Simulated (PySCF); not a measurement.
# SnClEt3: geometry, NMR shifts and electronic excitations

Aim: predict the NMR shifts and electronic excitations of SnClEt3 (`C[CH2][Sn]([Cl])([CH2]C)[CH2]C`).

Programs: PySCF 2.14.0, with density-fitted response routines of our own. Each step states its level of theory. These are calculated values for one molecule in the gas phase, unless marked as measured. Atoms count from 0, in the outputs and in this text.

### 1 Starting geometry

23 atoms, charge 0, multiplicity 1; geometry from: GFN2-xTB. The atoms were then displaced at random by about 0.03 Å, so the start is not that level's minimum.

Bonds of the start (Å): Sn0–Cl1 2.33, Sn0–C2 2.16, Sn0–C9 2.35, Sn0–C16 2.19, C2–C3 1.61, C2–H4 1.09, C2–H5 1.07, C3–H6 1.02, C3–H7 1.09, C3–H8 1.10, C9–C10 1.50, C9–H11 1.06, C9–H12 1.15, C10–H13 1.12, C10–H14 1.06, C10–H15 1.13, C16–C17 1.56, C16–H18 1.12, C16–H19 1.08, C17–H20 1.12, C17–H21 1.05, C17–H22 1.09.

### 2 Optimising the geometry at PBE0-D3(BJ)/def2-SVP

Job settings and geometry (Å):

```
{"job": {"xc": "PBE0", "basis": "def2-SVP", "d3": "d3bj", "grid": 1, "maxiter": 40, "shake": 0.03, "kind": "geom"}, "charge": 0, "multiplicity": 1}
Sn     0.061310    -0.078310     0.053030
Cl    -0.004910    -0.028920     2.380750
C      2.122450     0.151110    -0.535120
C      3.156660    -0.832710     0.208040
H      2.478750     1.156180    -0.304770
H      2.244790     0.036690    -1.593480
H      4.129400    -0.694120    -0.055910
H      3.014940    -0.702650     1.279890
H      2.779410    -1.845100     0.022810
C     -1.234480     1.814480    -0.449450
C     -0.828280     3.054360     0.300180
H     -2.244410     1.576220    -0.233490
H     -1.224610     2.003900    -1.582450
H     -1.495260     3.908210     0.023170
H     -0.891080     2.877380     1.347640
H      0.222940     3.377650     0.060810
C     -0.956800    -1.935010    -0.511300
C     -2.281740    -2.212430     0.255610
H     -0.235800    -2.764520    -0.274290
H     -1.205080    -1.938950    -1.565520
H     -2.698600    -3.205330    -0.067670
H     -2.068280    -2.282240     1.285140
H     -2.984040    -1.446230    -0.065380
```

Run with:

```sh
OMP_NUM_THREADS=1 python probes_run.py task.json out
```

The driver reads the jobs from task.json and runs them one after another.

**Question.** This job is followed by: GIAO PBE0/pcSseg-1 Sn:def2-TZVP NMR shielding, non-relativistic, gas phase; TDDFT PBE0/def2-SVPD, vertical, gas phase, core orbitals frozen in the response; GIAO KT2/pcSseg-1 Sn:def2-TZVP NMR shielding, non-relativistic, gas phase. What will the session give for the following? point group; rotational constants (main isotopes); 13C shifts against TMS (PBE0/def2-TZVP+pcSseg-1, means over atoms taken as alike); 1H shifts against TMS (PBE0/def2-TZVP+pcSseg-1, means over atoms taken as alike); 35Cl shifts against HCl (PBE0/def2-TZVP+pcSseg-1); surface potential, 1st and 99th percentile; lowest singlet (PBE0/def2-SVPD); brightest single state of those computed; lowest triplet; range of the shift of Cl1.

The runs gave:

```
                                                                         quantity                        value
                                                                      point group                           C3
                                             rotational constants (main isotopes)         0.96, 0.96, 0.78 GHz
13C shifts against TMS (PBE0/def2-TZVP+pcSseg-1, means over atoms taken as alike)               10.4, 10.0 ppm
 1H shifts against TMS (PBE0/def2-TZVP+pcSseg-1, means over atoms taken as alike)               1.31, 0.86 ppm
                                35Cl shifts against HCl (PBE0/def2-TZVP+pcSseg-1)                     -126 ppm
                                            surface potential, 1st and 99th percentile           -1.07 V and 1.34 V
                                                  lowest singlet (PBE0/def2-SVPD)  6.22 eV (199 nm), f = 0.010
                                         brightest single state of those computed  state 4, 6.45 eV, f = 0.103
                                                                   lowest triplet                      5.75 eV
                                                        range of the shift of Cl1             -126 to -102 ppm
```

The start was shaken at random, so part of the energy gained undoes that. Relaxing lowered the energy by 0.900 eV in 7 steps; the close pair that moved most is Sn0–C9, from 2.348 to 2.157 Å. The first singlet state (HOMO→LUMO+1 0.74, HOMO→LUMO 0.23) lies at 6.22 eV and is weak; of the 10 states computed, the strongest absorption comes from states 3 to 4 together at 6.45 eV. The lowest triplet lies 0.48 eV below the lowest singlet (triplets in Tamm-Dancoff, singlets in full TDDFT). Spin-orbit coupling, left out, mixes singlets and triplets in elements this heavy. In ppm, Cl1 moves most: its shift spreads over 23 ppm, from -126 (PBE0/def2-TZVP+pcSseg-1) to -102 (KT2/def2-TZVP+pcSseg-1). Spin-orbit coupling is left out, which matters for shieldings and couplings at and beside the heavy atoms.
